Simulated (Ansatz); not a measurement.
# H2Pb12O in Ansatz: reference runs

Aim: a first look at H2Pb12O with PBE, on the cell as given.

Program: Ansatz 0.2.0. These are calculated values, not measurements. Logs are shortened: lines on timing, memory, paths and dates and some standing lists are left out, and cuts for length are marked.

### Step 1. The cell of the first run

The cell holds a slab with vacuum, 15 atoms: a = 6.986 Å, b = 6.986 Å, c = 23.546 Å, α = 90.00°, β = 90.00°, γ = 90.00°.

### Step 2. Single point, PBE

Input file input.yaml:

```yaml
crystal:
  lattice:
    - [6.9856493127, 0.0, 0.0]
    - [0.0, 6.9856493127, 0.0]
    - [0.0, 0.0, 23.5458]
  atoms:
    - { symbol: Pb, position: [0.25, 0.25, 0.3397633548] }
    - { symbol: Pb, position: [0.25, 0.75, 0.3397633548] }
    - { symbol: Pb, position: [0.75, 0.25, 0.3397633548] }
    - { symbol: Pb, position: [0.75, 0.75, 0.3397633548] }
    - { symbol: Pb, position: [0.5, 0.5, 0.4446567965] }
    - { symbol: Pb, position: [0.5, 0.0, 0.4446567965] }
    - { symbol: Pb, position: [0.0, 0.5, 0.4446567965] }
    - { symbol: Pb, position: [0.0, 0.0, 0.4446567965] }
    - { symbol: Pb, position: [0.75, 0.75, 0.5495502383] }
    - { symbol: Pb, position: [0.75, 0.25, 0.5495502383] }
    - { symbol: Pb, position: [0.25, 0.75, 0.5495502383] }
    - { symbol: Pb, position: [0.25, 0.25, 0.5495502383] }
    - { symbol: O, position: [0.25, 0.25, 0.6650697789] }
    - { symbol: H, position: [0.2873397403, 0.3556934196, 0.6908153471] }
    - { symbol: H, position: [0.2126602597, 0.1443065804, 0.6908153471] }
hamiltonian:
  xc: pbe
  pseudopotentials: { kind: paw }
kpoints:
  mp_grid: { grid: [4, 4, 1] }
scf:
  occupations: { method: fermi_dirac, width: 0.05 }
output:
  forces: true
  eigenvalues: true
efield:
  axis: 3
  dipole_correction: true
  ramp_width: 0.04
```

Potentials or basis: Ansatz PAW.

Started as:

```sh
$ ansatz run input.yaml --threads 4 --pin off --max-ram 11264MiB --backend cpu --events-out ev --progress --plain --runs-dir out
```

Standard output:

```text
Warning: RAYON_NUM_THREADS=4 ignored (pool sized by the plan → 4); use --threads N
Engine: ansatz 0.2.0, aarch64-unknown-linux-gnu
Pseudopotentials: kind: paw
Pseudopotential: Pb, paw, valence charge 14, recommended cutoff 420 eV (normal), Pb.paw.azcp
Pseudopotential: O, paw, valence charge 6, recommended cutoff 420 eV (normal), O.paw.azcp
Pseudopotential: H, paw, valence charge 1, recommended cutoff 420 eV (normal), H.paw.azcp
Functional definition: PBE
  parameter kappa = 0.804
  parameter beta = 0.06672455060314922
  exchange = pbe_x(kappa = kappa, mu = beta*pi^2/3)
  correlation = pbe_c(beta = beta)
Crystal: 15 atoms, lattice volume = 1149.018 Å³
Basis set: ecut = 420 eV, 22491 PW (Γ), exchange–correlation on 96×96×320 points (8 copies of the dense FFT grid, shifted against one another)
Bands: 106, of which v1, the nominal top of the filled ones, is band 88 counted from 1 (87 counted from 0)
Symmetry: 2 space group operations
Space group: P2 (ITA 3), of the structure as read, at distance tolerance 1.0e-4 Å
k-points: 10 of 16
Non-local potential: Pb, projectors of the file, l = 0: 2, l = 1: 2, l = 2: 2, l = 3: 2
Non-local potential: O, projectors of the file, l = 0: 2, l = 1: 2, l = 2: 1
Non-local potential: H, projectors of the file, l = 0: 2, l = 1: 1
PAW form: soft (Blöchl's): semilocal exchange-correlation on the pseudo side does not see the compensation charge
PAW one-centre angular grid: Pb, 590 points (default); XC on 64 Gauss nodes
PAW one-centre angular grid: O, 110 points (default); XC on 64 Gauss nodes
PAW one-centre angular grid: H, 110 points (default); XC on 64 Gauss nodes
Initial density: superposition of atomic densities (neutral atoms: chi_scale 0, normalization atom), corrected by the library's trained network
Initial wavefunctions: pseudopotential atomic-orbital guess
Functional: x = pbe(κ = 0.804, μ = 0.2195149727645171), c = pbe(β = 0.06672455060314922)
SCF iter   1: F=—  HF=-143473.906746 eV  |F-HF|=—  |Δ(HF+E_count)|=         —  Δρ=1.35e-3  dr2=8.85e-2  ethr=1.77e-3  p=0.122 e·Å  D=1.91e-2 V/Å  ΔV_dip=-0.45 eV  dr2_dipole=7.84e-3  V_vac-E_F(+/−)=3.25/3.70 eV  ⟨swp⟩=7.3  Hψ=4786  notcnv=0  defer=11
efield: sawtooth ramp at fractional position 0.9953 (placed from the atoms, in the widest stretch of the axis that holds none; the zero of the levels goes with the place), width 0.0400; the density the first Hamiltonian is built on has a dipole p = 0.122 e·Å; the dipole correction subtracts the counter field D = 1.91e-2 V/Å, which shifts the + side's vacuum level by -0.45 eV against the − side's; the planar-averaged density in the ramp window peaks in size at 4.0e-6 e/Å³
preconditioner: auto → LDOS  [metal: Δε(μ)=0.038 eV  Ē_g=15.382 eV  σ=0.050 eV  W_gap=0.19  n_scr=138 (ndim 8)  ℏωp=14.5 eV  f_vac=0.591  D(μ)=10.78/eV (n_scr^D=48)  β→1.0]
SCF iter   2: F=—  HF=-143473.884401 eV  |F-HF|=—  |Δ(HF+E_count)|=   2.23e-2  Δρ=6.81e-4  dr2=1.22e-2  ethr=5.03e-5  p=0.294 e·Å  D=4.62e-2 V/Å  ΔV_dip=-1.09 eV  dr2_dipole=9.83e-4  V_vac-E_F(+/−)=2.67/3.75 eV  ⟨swp⟩=3.0  Hψ=2270  notcnv=0  defer=52
SCF iter   3: F=—  HF=-143473.883923 eV  |F-HF|=—  |Δ(HF+E_count)|=   4.78e-4  Δρ=7.04e-4  dr2=7.60e-3  ethr=6.92e-6  p=0.334 e·Å  D=5.26e-2 V/Å  ΔV_dip=-1.24 eV  dr2_dipole=7.85e-5  V_vac-E_F(+/−)=2.53/3.77 eV  ⟨swp⟩=3.0  Hψ=2097  notcnv=0  defer=52
[... 14 lines left out ...]
Fermi energy:    1.458302 eV
Dipole field:    D = 0.055141 V/Å  (p = 0.350139 e·Å, saw-weighted, corrected)
Work function:   Φ+ = 2.4680 eV   Φ− = 3.7664 eV
Levels:          The Fermi level and band energies are counted from a zero that moves with the ramp; work functions are not
--- Per-component energies (eV) ---
  E_band       = -2099.274655
  E_kinetic    = 3660.134107
  E_local      = -113360.067561  (includes V_loc(G=0)·N_el)
  E_nonlocal   = 4245.160110
  E_hartree    = 54545.295826
  E_xc         = -2734.320163
  E_vxc        = -1697.643754  (∫ρ·V_xc dr)
  E_paw        = -125024.194176  (= ΣΔE_a)
  E_vpaw       = -4051.213587  (= ΣTr[D̂ρ^β])
  E_aug_tail   = 0.000597  (compensation charges beyond the density's cutoff)
  E_efield     = 0.009654  (sawtooth field / dipole correction)
  E_vefield    = 13.803184  (∫n·V_field dr)
  E_ewald      = 35194.183650
  E_smearing   = -0.084409  (= −TS)
  E_closure    = -0.000000  (closes the sum)
  Σ components = -143473.882366   (vs F -143473.882366, Δ=0.00e0)
--- Forces (eV/Å), atoms counted from 1 ---
  atom   1  Pb     0.00000000     0.00000000    -0.02338682
  atom   2  Pb     0.00000000     0.00000000    -0.04021157
  atom   3  Pb     0.00000000     0.00000000    -0.04167381
  atom   4  Pb     0.00000000     0.00000000    -0.01386764
  atom   5  Pb     0.02734327     0.02196847    -0.04989965
  atom   6  Pb     0.02555191    -0.02034904    -0.04343192
  atom   7  Pb    -0.02555191     0.02034904    -0.04343192
  atom   8  Pb    -0.02734327    -0.02196847    -0.04989965
  atom   9  Pb     0.00000000     0.00000000     0.05108548
  atom  10  Pb     0.00000000     0.00000000     0.02274803
  atom  11  Pb     0.00000000     0.00000000     0.02514734
  atom  12  Pb     0.00000000     0.00000000    -0.11056579
  atom  13  O      0.00000000     0.00000000     1.36302288
  atom  14  H     -0.18392126    -0.52002131    -0.52281935
  atom  15  H      0.18392126     0.52002131    -0.52281935
  max |Σ_I F_I| component: 3.77e-6 eV/Å
--- Band table (eV; the first three rows and the last of 10) ---
  k-point 0: bands = ["-21.1640", "-15.7051", "-15.6879", "-15.6853", "-15.6813", "-15.6751", "-15.6433", "-15.6147", "-15.6126", "-15.6117", "-15.6087", "-15.6031", "-15.5963", "-15.5955", "-15.5917", "-15.5772", "-15.5747", "-15.5741", "-15.5550", "-15.5438", "-15.5419", "-15.5275", "-15.5273", "-15.5188", "-15.5135", "-15.5130", "-15.5112", "-15.5032", "-15.4954", "-15.4953", "-15.4951", "-15.4856", "-15.4734", "-15.4623", "-15.4557", "-15.4459", "-15.4431", "-15.4326", "-15.4206", "-15.3976", "-15.3968", "-15.3902", "-15.3735", "-15.3692", "-15.3339", "-15.3271", "-15.3227", "-15.3194", "-15.3031", "-15.2986", "-15.2883", "-15.2770", "-15.2733", "-15.2720", "-15.2715", "-15.2713", "-15.2694", "-15.2657", "-15.2559", "-15.2556", "-15.1889", "-9.7601", "-8.9541", "-8.3705", "-7.0102", "-6.8756", "-6.8750", "-6.8527", "-6.6551", "-6.4937", "-6.3744", "-5.6117", "-5.0671", "-5.0000", "-4.8011", "-3.3386", "-2.0026", "-1.9872", "-1.4791", "-1.4320", "-1.1702", "-1.1661", "-0.7645", "-0.2606", "-0.2404", "0.4208", "0.4301", "1.6729", "2.0532", "2.1893", "2.4496", "2.4594", "2.5004", "2.6574", "3.0411", "3.8030", "3.8057", "3.8390", "4.1708", "4.1876", "4.1898", "4.4643", "4.5725", "4.9695", "5.2324", "5.3749"]
  k-point 1: bands = ["-21.1640", "-15.6894", "-15.6785", "-15.6721", "-15.6666", "-15.6537", "-15.6290", "-15.6230", "-15.6152", "-15.5966", "-15.5940", "-15.5926", "-15.5902", "-15.5873", "-15.5782", "-15.5682", "-15.5654", "-15.5634", "-15.5460", "-15.5428", "-15.5375", "-15.5370", "-15.5300", "-15.5234", "-15.5156", "-15.5118", "-15.5011", "-15.4953", "-15.4937", "-15.4927", "-15.4918", "-15.4784", "-15.4720", "-15.4614", "-15.4564", "-15.4409", "-15.4345", "-15.4325", "-15.4318", "-15.4041", "-15.4000", "-15.3978", "-15.3882", "-15.3711", "-15.3483", "-15.3338", "-15.3297", "-15.3217", "-15.3160", "-15.3022", "-15.2964", "-15.2942", "-15.2922", "-15.2857", "-15.2833", "-15.2824", "-15.2802", "-15.2725", "-15.2692", "-15.2514", "-15.2148", "-9.5606", "-8.9551", "-8.1960", "-8.0156", "-7.0142", "-6.7475", "-6.7037", "-6.4690", "-6.2752", "-6.0844", "-5.6825", "-5.4980", "-5.3870", "-5.0546", "-3.3361", "-1.7722", "-1.4107", "-1.2781", "-1.2054", "-0.7565", "-0.5656", "-0.5553", "-0.2295", "-0.1330", "0.8431", "1.2373", "1.3434", "1.4251", "1.7661", "2.2941", "2.3547", "2.8461", "3.2343", "3.2608", "3.4347", "3.6321", "3.9122", "3.9353", "4.0177", "4.3283", "4.4150", "4.5126", "4.7878", "4.9496", "5.1467"]
  k-point 2: bands = ["-21.1639", "-15.6827", "-15.6628", "-15.6593", "-15.6477", "-15.6379", "-15.6229", "-15.6096", "-15.6039", "-15.6020", "-15.5861", "-15.5759", "-15.5748", "-15.5699", "-15.5686", "-15.5662", "-15.5591", "-15.5582", "-15.5560", "-15.5266", "-15.5249", "-15.5243", "-15.5201", "-15.5105", "-15.5093", "-15.5056", "-15.5021", "-15.4971", "-15.4941", "-15.4913", "-15.4912", "-15.4816", "-15.4814", "-15.4793", "-15.4771", "-15.4466", "-15.4443", "-15.4097", "-15.4073", "-15.4061", "-15.4038", "-15.3765", "-15.3755", "-15.3554", "-15.3549", "-15.3522", "-15.3522", "-15.3468", "-15.3455", "-15.3398", "-15.3376", "-15.3074", "-15.3047", "-15.2977", "-15.2961", "-15.2960", "-15.2956", "-15.2692", "-15.2689", "-15.2408", "-15.2407", "-8.9777", "-8.9754", "-8.9376", "-7.7167", "-7.6462", "-6.5126", "-6.2079", "-6.2045", "-6.1789", "-6.0909", "-5.9915", "-5.9345", "-5.9077", "-5.2046", "-3.3342", "-1.1538", "-1.1410", "-0.8590", "-0.8157", "-0.2333", "-0.2256", "-0.2090", "-0.1055", "-0.0025", "0.0180", "1.3196", "1.3362", "2.5618", "2.6223", "2.7246", "2.7764", "2.7845", "2.8879", "3.1532", "3.1607", "3.2121", "3.2203", "3.2991", "3.5692", "3.9237", "3.9658", "4.0786", "4.1917", "4.9726", "4.9949"]
  k-point 9: bands = ["-21.1639", "-15.6521", "-15.6512", "-15.6412", "-15.6010", "-15.5960", "-15.5936", "-15.5911", "-15.5906", "-15.5645", "-15.5632", "-15.5620", "-15.5508", "-15.5461", "-15.5337", "-15.5305", "-15.5295", "-15.5287", "-15.5286", "-15.5159", "-15.5143", "-15.5124", "-15.5101", "-15.5020", "-15.5014", "-15.4991", "-15.4964", "-15.4912", "-15.4871", "-15.4830", "-15.4807", "-15.4769", "-15.4766", "-15.4728", "-15.4724", "-15.4684", "-15.4652", "-15.4608", "-15.4606", "-15.4591", "-15.4529", "-15.3758", "-15.3750", "-15.3745", "-15.3739", "-15.3581", "-15.3563", "-15.3495", "-15.3485", "-15.3409", "-15.3402", "-15.3394", "-15.3380", "-15.3326", "-15.3317", "-15.3312", "-15.3302", "-15.2885", "-15.2877", "-15.2789", "-15.2782", "-8.9566", "-8.2271", "-8.1870", "-8.1793", "-8.1763", "-7.1752", "-6.9916", "-6.9727", "-6.9702", "-6.0270", "-5.6013", "-5.5900", "-5.5894", "-5.0882", "-3.3259", "0.3999", "0.4046", "0.4105", "0.4723", "0.5022", "0.5152", "0.5319", "0.6723", "0.7135", "0.7180", "0.7256", "0.7293", "1.8712", "1.8795", "1.9192", "1.9642", "2.2638", "2.2775", "2.2787", "2.2830", "2.9864", "2.9971", "2.9984", "3.0552", "3.5919", "4.0667", "4.2689", "4.2890", "4.3177", "4.3193"]
```

Run time: 37 s. Hardware: 4 threads of Arm Neoverse V1, shared host; peak memory 2.6 GiB.

Results:

```
Free energy                     : -143473.8824 eV
Largest force                   : 1.363 eV/Å
Band gap on the k mesh          : none (metal or under the smearing width)
Work function of the upper face : 2.47 eV
Work function of the lower face : 3.77 eV
Dipole across the slab          : 0.350 e·Å
```

Forces on the atoms (eV/Å):
```
Pb   0.000  0.000 -0.023
Pb   0.000  0.000 -0.040
Pb   0.000  0.000 -0.042
Pb   0.000  0.000 -0.014
Pb   0.027  0.022 -0.050
Pb   0.026 -0.020 -0.043
Pb  -0.026  0.020 -0.043
Pb  -0.027 -0.022 -0.050
Pb   0.000  0.000  0.051
Pb   0.000  0.000  0.023
Pb   0.000  0.000  0.025
Pb   0.000  0.000 -0.111
O    0.000  0.000  1.363
H   -0.184 -0.520 -0.523
H    0.184  0.520 -0.523
```

Levels at points of the mesh, in eV from the Fermi level:
| k point | band 85 | band 86 | band 87 | band 88 | band 89 | band 90 | band 91 | band 92 |
| --- | --- | --- | --- | --- | --- | --- | --- | --- |
| (0.00, 0.00, 0.00) | -1.70 | -1.04 | -1.03 | 0.21 | 0.59 | 0.73 | 0.99 | 1.00 |
| (0.00, -0.50, 0.00) | -1.46 | -1.44 | -0.14 | -0.12 | 1.10 | 1.16 | 1.27 | 1.32 |
| (-0.50, 0.00, 0.00) | -1.46 | -1.46 | -0.13 | -0.12 | 1.09 | 1.13 | 1.28 | 1.33 |
| (-0.50, -0.50, 0.00) | -0.74 | -0.74 | -0.73 | -0.73 | 0.41 | 0.42 | 0.46 | 0.51 |

Spin-orbit coupling is left out, which matters for the levels of Pb.
